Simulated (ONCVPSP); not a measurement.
**Pseudopotential generation for Ta: ONCV, PBE**

Aim: build the potential from the settings below, then test how well it stands in for the atom: other configurations, scattering, ghost states and the plane-wave cutoff that it needs.

Method: ONCVPSP 4.0.1.1 (patched build), PBE, scalar-relativistic.

## Step 1: Starting point

Typed settings, in words:

| Property | Result |
| --- | --- |
| element | tantalum (Ta, Z = 73) |
| type | optimised norm-conserving Vanderbilt (ONCV) |
| frozen core | [Kr] 4d10 |
| valence charge | 27 |
| reference configuration | 4f14 5s2 5p6 5d3 6s2 |
| partial waves | 5s+6s: rc 2.00 bohr, ncon 4, nbas 7, qcut 6.7 1/bohr, 2 projectors; 5p: rc 1.90 bohr, ncon 3, nbas 6, qcut 5.8 1/bohr, 2 projectors, debl 1.5 Ha; 5d: rc 2.00 bohr, ncon 4, nbas 7, qcut 4.1 1/bohr, 1 projector; 4f: rc 1.00 bohr, ncon 4, nbas 8, qcut 19.5 1/bohr, 2 projectors, debl 3.9 Ha |
| local potential | polynomial inside 0.90 bohr (lpopt 5, dvloc0 3 Ha) |
| core correction | not asked for |

The outer shells as boxes (Hund's rule for the drawing; the calculation is spin-unpolarised):

```
[Kr] core
4d [↑↓][↑↓][↑↓][↑↓][↑↓]
4f [↑↓][↑↓][↑↓][↑↓][↑↓][↑↓][↑↓]
5s [↑↓]
5p [↑↓][↑↓][↑↓]
5d [↑ ][↑ ][↑ ][  ][  ]
6s [↑↓]
```

An earlier all-electron run gives the scale for the radii.

All-electron outer shells of the reference configuration (PBE, scalar-relativistic, ld1.x):

| shell | level (eV) | outermost node (bohr) | outermost maximum (bohr) |
| --- | --- | --- | --- |
| 4d | -222.19 | 0.22 | 0.46 |
| 5s | -73.00 | 0.54 | 0.98 |
| 5p | -39.40 | 0.58 | 1.13 |
| 4f | -24.70 | – | 0.44 |
| 6s | -5.44 | 1.32 | 2.78 |
| 5d | -3.59 | 0.65 | 1.58 |
| 6p | -1.39 | 1.60 | 3.89 |

## Step 2: The generation run

Ta.dat

```
# ATOM AND REFERENCE CONFIGURATION
# atsym  z   nc   nv     iexc    psfile
  Ta 73.00    9    5        4      upf
#
#   n    l    f
    1    0    2.00
    2    0    2.00
    2    1    6.00
    3    0    2.00
    3    1    6.00
    3    2   10.00
    4    0    2.00
    4    1    6.00
    4    2   10.00
    4    3   14.00
    5    0    2.00
    5    1    6.00
    5    2    3.00
    6    0    2.00
#
# PSEUDOPOTENTIAL AND OPTIMIZATION
# lmax
    3
#
#   l,   rc,      ep,       ncon, nbas, qcut
    0    2.00    0.00    4    7    6.70
    1    1.90    0.00    3    6    5.80
    2    2.00    0.00    4    7    4.10
    3    1.00    0.00    4    8   19.50
#
# LOCAL POTENTIAL
# lloc, lpopt,  rc(5),   dvloc0
    4    5    0.90    3.00
#
# VANDERBILT-KLEINMAN-BYLANDER PROJECTORs
# l, nproj, debl
    0    2    2.00
    1    2    1.50
    2    1    2.90
    3    2    3.90
#
# MODEL CORE CHARGE
# icmod, fcfact, rcfact
    0    0.00    0.00
#
# LOG DERIVATIVE ANALYSIS
# epsh1, epsh2, depsh
   -4.00    5.00    0.02
#
# OUTPUT GRID
# rlmax, drl
    6.00    0.01
#
# TEST CONFIGURATIONS
# ncnf
    4
# nvcnf
#   n    l    f
    5
    4    3   14.00
    5    0    2.00
    5    1    6.00
    5    2    3.00
    6    0    1.00
#
    5
    4    3   14.00
    5    0    2.00
    5    1    6.00
    5    2    3.00
    6    0    0.00
#
    5
    4    3   14.00
    5    0    2.00
    5    1    6.00
    5    2    2.00
    6    0    0.00
#
    5
    4    3   14.00
    5    0    2.00
    5    1    5.00
    5    2    3.00
    6    0    2.00
#
```

On the command line:

```sh
$ oncvpsp.x < Ta.dat > Ta.out
```

What does the calculation give? Wanted: cutoffs for 1 and 0.1 mHa per electron, occupied waves; bound ghosts; GHOST(+) flags; largest test error; largest phase difference near zero energy, channels read.

The runs gave:

```
                                                quantity                                                value
  cutoffs for 1 and 0.1 mHa per electron, occupied waves                                    150 Ha and 164 Ha
                                            bound ghosts                                       s at -77.68 eV
                                          GHOST(+) flags                                          p at 121 eV
                            largest test error (AE − PS)  -35 meV, for 4f14 5s2 5p6 5d3 6s0 (1 test unsolved)
largest phase difference near zero energy, channels read                                            0.000 rad
```

In words: It has a bound ghost (s), a state that the atom doesn't have, and that rules the file out. By total energies transferability is fair where solved: the largest error is 35 meV on 23.4 eV, for 4f14 5s2 5p6 5d3 6s0. Of the tests 1 gave no usable energy difference, which is a warning in itself. It counts as very hard, with 150 Ha needed at the looser tolerance. At the looser tolerance the 4f wave is the slowest; 5d needs 32 Ha. Near zero energy the phases of the channels with partial waves agree within 0.001 rad. The pseudo curves have a pole with no partner nearby in the atom's: s at -2.85 Ha. The program also flags highly localised states, GHOST(+) (p). All of this concerns the isolated atom, not yet a solid.
